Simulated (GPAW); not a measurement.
Runs of GPAW 26.7.0 on Hf2Pd2Se2Br2O3. The typed cell holds 11 atoms: a = 5.761 Å, b = 5.870 Å, c = 6.872 Å, α = 96.27°, β = 102.51°, γ = 95.11°. The cell was built by a generator and needn't be a form met in nature.

```csv
task,level,potentials or basis,k mesh,ranks,band path,band points,mesh quality,gap on the mesh (eV),pressure (GPa),largest force (eV/Å)
single point,PBE+D4,"GPAW PAW data sets (gpaw-data 1.2.1), pw",3 × 3 × 2,-,-,-,coarse,0.28,-1.2,(a)
band structure,RPBE,"the program's PAW data sets (release 1.2.1) made for this functional, pw",4 × 4 × 3,8,"XGY,LGZ,NGM,RG",60,not flagged,0.22,(b),0.47
single point,PBE+D3(BJ),"GPAW PAW data sets (gpaw-data 1.2.1), pw",3 × 3 × 2,-,-,-,coarse,0.28,-1.9,0.20
single point,PBE,"GPAW PAW data sets (gpaw-data 1.2.1), pw",3 × 3 × 2,-,-,-,coarse,0.28,0.5,0.20
single point,PBE+D3,"GPAW PAW data sets (gpaw-data 1.2.1), pw",3 × 3 × 2,-,-,-,coarse,0.28,-1.5,0.29
```

Alike in all rows: no spin polarisation; cell as given; cutoff (eV) 800; smearing fermi-dirac 0.05 eV.

**Question.** Estimate the missing entries.

**Answer.** (a) 0.19; (b) 3.5.

Caveats: some runs use coarse meshes; spin-orbit coupling is left out, which moves the levels of the heavy elements; an odd mesh through Γ misses points on the zone boundary, where band edges often lie (some runs).

A k mesh can miss the band edges, and the runs leave out spin-orbit coupling on Br, Hf, Pd, Se.

Not every run made on this cell is shown here.
